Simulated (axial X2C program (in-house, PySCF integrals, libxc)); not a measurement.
# All-electron X2C curves of RuCl, part 2 of 2

Computed with an in-house X2C program for linear molecules on PySCF integrals; all-electron X2C, Ru dyall-cv3z, Cl dyall-av3z. Earlier steps stand in the parts before.

### Step 9. PBE0, 2c

State followed: Ω = 7/2 (excess of +ω over −ω: ω = -1/2, ω = 3/2, ω = 5/2). The scan is laid around 2.240 Å, a first estimate of the minimum, and this SCF restarts from the orbitals of the search.

Output at 2.240 Å:

```text
two-component X2C + atomic mean field  PBE0
basis functions 212  fitting functions 979  grid points 5079
iter        total energy     max residual
   1      -4989.705296570     9.52e-06
   2      -4989.705296574     5.55e-06
   3      -4989.705296576     4.40e-06
converged
one-electron -7231.67253020  Coulomb 2230.27749605  exact exchange -40.01855696  xc functional -122.68506312  nuclear repulsion 176.70739008  atomic mean-field constant -2.31403243
```

Along the bond, energies from the lowest point:

```
R (Å)  E (eV)  μ (D)  HOMO (eV)  LUMO (eV)  iterations
1.949  0.7598  -3.21      -5.58      -2.59          14
2.038  0.3045  -3.69      -5.64      -2.73          14
2.106  0.1160  -4.05      -5.70      -2.84          14
2.173  0.0224  -4.41      -5.77      -2.96          14
2.240  0.0000  -4.77      -5.85      -3.07           3
2.318  0.0392  -5.17      -5.95      -3.19          15
2.397  0.1284  -5.56      -6.06      -3.31          14
2.498  0.2914  -6.05      -6.20      -3.45          14
2.621  0.5331  -6.63      -6.37      -3.62          14
2.800  0.9174  -7.42      -6.61      -3.86          15
```

Dipoles are positive if Cl is the positive end.

Outer spinors at the reference distance:

| ω | occupied | ε (eV) | atomic character | λ mixture |
| --- | --- | --- | --- | --- |
| 1/2 | yes | -21.87 | 78% Cl s, 8% Ru d, 7% Ru p | 100% σ |
| -1/2 | yes | -21.68 | 78% Cl s, 8% Ru d, 7% Ru p | 100% σ |
| 1/2 | yes | -10.48 | 60% Cl p, 33% Ru d, 3% Cl s | 100% σ |
| -1/2 | yes | -10.11 | 69% Cl p, 23% Ru d, 3% Cl s | 99% σ, 1% π |
| -1/2 | yes | -9.80 | 56% Ru d, 41% Cl p | 99% π, 1% σ |
| 3/2 | yes | -9.70 | 56% Ru d, 41% Cl p | 100% π |
| 1/2 | yes | -8.65 | 81% Cl p, 12% Ru d, 3% Ru f | 100% π |
| -3/2 | yes | -8.57 | 80% Cl p, 14% Ru d, 3% Ru f | 98% π, 2% δ |
| -3/2 | yes | -8.18 | 97% Ru d, 2% Cl p | 97% δ, 3% π |
| 5/2 | yes | -7.92 | 100% Ru d | 100% δ |
| -1/2 | yes | -7.59 | 49% Cl p, 42% Ru d, 4% Ru p | 100% π |
| 3/2 | yes | -7.48 | 48% Cl p, 44% Ru d, 4% Ru p | 99% π, 1% δ |
| 1/2 | yes | -6.79 | 54% Ru d, 23% Cl p, 19% Ru s | 99% σ, 1% π |
| 3/2 | yes | -6.39 | 99% Ru d | 99% δ, 1% π |
| -1/2 | yes | -5.85 | 60% Ru d, 20% Ru s, 16% Cl p | 100% σ |
| 1/2 | no | -3.07 | 48% Ru s, 31% Ru p, 9% Cl p | 98% σ, 2% π |
| -5/2 | no | -2.59 | 99% Ru d | 100% δ |
| 1/2 | no | -2.55 | 83% Ru d, 7% Cl p, 5% Ru p | 97% π, 3% σ |
| -3/2 | no | -2.33 | 84% Ru d, 7% Cl p, 4% Ru p | 100% π |

PBE0 fields in the half plane through the axis: z from -2.4 to 4.5 Å across, distance from the axis 0.15 to 2.25 Å upwards; Ru lies at z = 0 and Cl at z = 2.240 Å; the ELF is damped to zero where the density is low.

log10 density (e/bohr³). Ten even steps from ' ' (-4.75 ) to '@' (1.72 ):
```
    ....::::::::::::::::::::::::::::::....      
    ....::::----------------------::::::......  
  ....::::----======--------------------::::..  
  ..::::----==========================----::....
  ..::----==++++++++++====++++++++++====--::::..
....::--==++++******++++++++++****++++====--::..
..::::--==++**######**++++**********++++==--::::
..::--====**##%%@@%%##**++****%%%%****++==--::::
```

ELF. Ten even steps from ' ' (0.00 ) to '@' (0.88 ):
```
            ..::::....                          
          ..::::--::....  ....::::::..          
          ..::------::....::--++++==--::..      
          ..::--==--::..::==**######**==::      
          ..::==++==::..--##%%@@@@@@%%**==..    
          ..==**##**--..==%%@@@@@@@@@@%%++::    
        ..--##%%++%%**::==@@##....%%@@%%**--..  
        ::**@@::##::@@==++%%..@@@@..@@@@##--..  
```

Re = 2.232 Å, ωe = 354 cm⁻¹, ωexe = 1.27 cm⁻¹, Be = 0.13 cm⁻¹, De = 3.49 eV, μ = -4.72 D.

### Step 10. HF, 2c

The SCF at the reference distance of 2.240 Å:

```text
two-component X2C + atomic mean field  HF
basis functions 212  fitting functions 979  grid points 5079
iter        total energy     max residual
   1      -4987.075904342     3.22e-01
   2      -4987.109088829     6.33e-03
   3      -4987.111546520     3.87e-03
   4      -4987.112054256     1.81e-03
   5      -4987.112293771     1.19e-03
   6      -4987.112392987     8.05e-04
   7      -4987.112447760     5.06e-04
   8      -4987.112476022     4.42e-04
   9      -4987.112483755     4.05e-04
  10      -4987.112496524     3.26e-04
  11      -4987.112508648     2.19e-04
  12      -4987.112516759     9.91e-05
  13      -4987.112518828     3.47e-05
  14      -4987.112519060     2.22e-05
  15      -4987.112519089     1.58e-05
  16      -4987.112519106     1.03e-05
  17      -4987.112519120     7.22e-06
  18      -4987.112519130     4.98e-06
  19      -4987.112519135     3.80e-06
  20      -4987.112519138     2.94e-06
  21      -4987.112519141     1.85e-06
  22      -4987.112519142     1.16e-06
converged
one-electron -7231.83130811  Coulomb 2230.56895819  exact exchange -160.24352687  xc functional 0.00000000  nuclear repulsion 176.70739008  atomic mean-field constant -2.31403243
```

Re = 2.392 Å, ωe = 297.7 cm⁻¹, ωexe = 0.963 cm⁻¹, Be = 0.1132 cm⁻¹, De = 2.17 eV, μ = -7.07 D.

### Step 11. BHandHLYP, 2c

Output at 2.240 Å:

```text
two-component X2C + atomic mean field  BHandHLYP
basis functions 212  fitting functions 979  grid points 5079
iter        total energy     max residual
   1      -4990.155291067     1.03e-01
   2      -4990.158334117     2.47e-03
   3      -4990.158461274     2.20e-03
   4      -4990.158709463     7.14e-04
   5      -4990.158738069     4.54e-04
   6      -4990.158759674     3.92e-04
   7      -4990.158769240     3.39e-04
   8      -4990.158780653     2.53e-04
   9      -4990.158787385     1.77e-04
  10      -4990.158792285     7.25e-05
  11      -4990.158793074     2.33e-05
  12      -4990.158793160     1.33e-05
  13      -4990.158793209     1.04e-05
  14      -4990.158793235     6.30e-06
  15      -4990.158793244     3.03e-06
  16      -4990.158793246     8.72e-07
  17      -4990.158793246     6.88e-07
converged
one-electron -7231.95793696  Coulomb 2230.61286301  exact exchange -80.07119011  xc functional -83.13588683  nuclear repulsion 176.70739008  atomic mean-field constant -2.31403243
```

Re = 2.286 Å, ωe = 334 cm⁻¹, ωexe = 1.13 cm⁻¹, Be = 0.1239 cm⁻¹, De = 3.22 eV, μ = -5.60 D.

### Step 12. Correlated methods, 2c

Correlated methods: 15 electrons correlated (frozen shells, counted by type: Ru 4 s, 3 p, 1 d; Cl 2 s, 1 p), 289 virtual spinors in MP2, 110 natural virtuals in coupled cluster.

Output of the correlated part at 2.240 Å:

```text
correlated 15  virtual 289  natural virtual 110  E(MP2) -0.413245164  MP2 remainder -0.020973687
iter   CCSD correlation   residual
   1     -0.397614957   1.08e-01
   2     -0.404322996   4.46e-02
   3     -0.406596092   2.24e-02
   4     -0.406819183   1.06e-02
   5     -0.406942176   4.84e-03
   6     -0.406997293   2.10e-03
   7     -0.406999456   9.39e-04
   8     -0.407005978   5.28e-04
   9     -0.406999565   3.45e-04
  10     -0.407001395   2.43e-04
  11     -0.407000454   1.67e-04
  12     -0.407002001   1.13e-04
  13     -0.407001603   6.23e-05
  14     -0.407002091   3.16e-05
  15     -0.407002395   1.61e-05
  16     -0.407002560   7.48e-06
  17     -0.407002645   3.37e-06
  18     -0.407002662   1.50e-06
(T) -0.018056286  T1 0.0281  D1 0.0649  max T2 0.041
```

MP2: Re = 2.245 Å, ωe = 347 cm⁻¹, Be = 0.1285 cm⁻¹, De = 3.53 eV.

CCSD: Re = 2.272 Å, ωe = 339 cm⁻¹, ωexe = 1.1 cm⁻¹, Be = 0.1254 cm⁻¹, De = 3.30 eV. T1 at Re = 0.019 (Lee–Taylor, the printed value over √2).

CCSD(T): Re = 2.257 Å, ωe = 345 cm⁻¹, ωexe = 1.17 cm⁻¹, Be = 0.1271 cm⁻¹, De = 3.39 eV. T1 at Re = 0.020 (Lee–Taylor, the printed value over √2).

### Step 13. A higher determinant, 2c

State: Ω = 9/2 (excess of +ω over −ω: ω = 1/2, ω = 3/2, ω = 5/2).

Output at the reference distance:

```text
two-component X2C + atomic mean field  PBE0
basis functions 212  fitting functions 979  grid points 5079
iter        total energy     max residual
   1      -4989.704843324     2.40e-05
   2      -4989.704843397     1.85e-05
   3      -4989.704843422     1.58e-05
   4      -4989.704843490     4.48e-06
   5      -4989.704843496     7.45e-07
   6      -4989.704843496     4.94e-07
converged
one-electron -7232.68394572  Coulomb 2231.31483626  exact exchange -40.02589577  xc functional -122.70319591  nuclear repulsion 176.70739008  atomic mean-field constant -2.31403243
```

```csv
R (Å),E above the lowest PBE0 point (eV)
1.949,0.919
2.038,0.395
2.106,0.171
2.173,0.052
2.240,0.012
2.318,0.040
2.397,0.124
2.498,0.287
2.621,0.536
```

Re = 2.248 Å, ωe = 362 cm⁻¹, ωexe = 1.26 cm⁻¹, Be = 0.1281 cm⁻¹, μ = -4.71 D. Te = 0.01 eV. As a difference of two determinants it need not be a gap between pure terms.

### Step 14. The 2c curves together

Energy (eV) of the followed determinant, 2c, from each level's lowest point:

| R (Å) | PBE0 | HF | MP2 | CCSD | CCSD(T) | BHandHLYP |
| --- | --- | --- | --- | --- | --- | --- |
| 1.949 | 0.760 | 1.584 | 0.795 | n/a | n/a | 1.014 |
| 2.038 | 0.304 | 0.874 | 0.335 | 0.420 | 0.378 | 0.469 |
| 2.106 | 0.116 | 0.518 | 0.137 | 0.189 | 0.162 | 0.221 |
| 2.173 | 0.022 | 0.274 | 0.033 | 0.057 | 0.044 | 0.075 |
| 2.240 | 0.000 | 0.120 | 0.000 | 0.000 | 0.000 | 0.007 |
| 2.318 | 0.039 | 0.025 | 0.028 | 0.005 | 0.018 | 0.000 |
| 2.397 | 0.128 | 0.000 | 0.108 | 0.066 | 0.090 | 0.051 |
| 2.498 | 0.291 | 0.042 | 0.262 | 0.201 | 0.237 | 0.174 |
| 2.621 | 0.533 | 0.167 | 0.498 | n/a | n/a | 0.381 |
| 2.800 | 0.917 | 0.433 | 0.885 | n/a | n/a | 0.733 |

The whole job took 8.9 min on 1 thread of Arm Neoverse N1, shared host; peak memory 1.4 GiB.

### Step 15. Results

The summary covers parts 1 to 2.

Lowest determinant that the search found at its distance, spin-free: M_S = 3/2, Λ = 2 (beyond closed shells: π+α, π-α, δ+α, δ+β, δ-α).

Lowest determinant that the search found at its distance, 2c: Ω = 7/2 (excess of +ω over −ω: ω = -1/2, ω = 3/2, ω = 5/2).

```
Hamiltonian      level  Re (Å)  ωe (cm⁻¹)  De (eV)  μ (D)
  spin-free       PBE0   2.231        354     3.50  -4.72
  spin-free         HF   2.391      297.9     2.23  -7.07
  spin-free        MP2   2.243        348     3.56    n/a
  spin-free       CCSD   2.270        339     3.33    n/a
  spin-free    CCSD(T)   2.255        346     3.42    n/a
  spin-free  BHandHLYP   2.285        334     3.24  -5.60
         2c       PBE0   2.232        354     3.49  -4.72
         2c         HF   2.392      297.7     2.17  -7.07
         2c        MP2   2.245        347     3.53    n/a
         2c       CCSD   2.272        339     3.30    n/a
         2c    CCSD(T)   2.257        345     3.39    n/a
         2c  BHandHLYP   2.286        334     3.22  -5.60
```

Dipoles are positive if Cl is the positive end.

Time per point (s) on 1 thread of Arm Neoverse N1, shared host (2c runs; CCSD comes with the CCSD(T) run); the times are rough: PBE0 1.5, HF 1.4, MP2 2.2, CCSD(T) 27, BHandHLYP 1.9.

At CCSD(T), going from spin-free to two-component changes Re by +2 mÅ, ωe by -0.1 %, which is small (part of it comes from the scalar share of the two-electron terms). De moves by -0.03 eV; both De rest on single-determinant atoms, which can miss part of an open shell's spin–orbit lowering.

De refers to Ru + Cl, each in the lowest determinant found, which need not be this curve's own limit. Each curve is one determinant whose occupation by symmetry is held fixed; it was picked as the lowest of a PBE0 search that is not exhaustive. De is counted from the lowest determinant-based energies of the atoms at the same level, without counterpoise correction. Density functionals use the spin component along the axis (collinear). Coupled cluster ran in a truncated set of natural virtual spinors; the MP2 energy of the rest was added. With several unpaired electrons one determinant need not be a pure state.
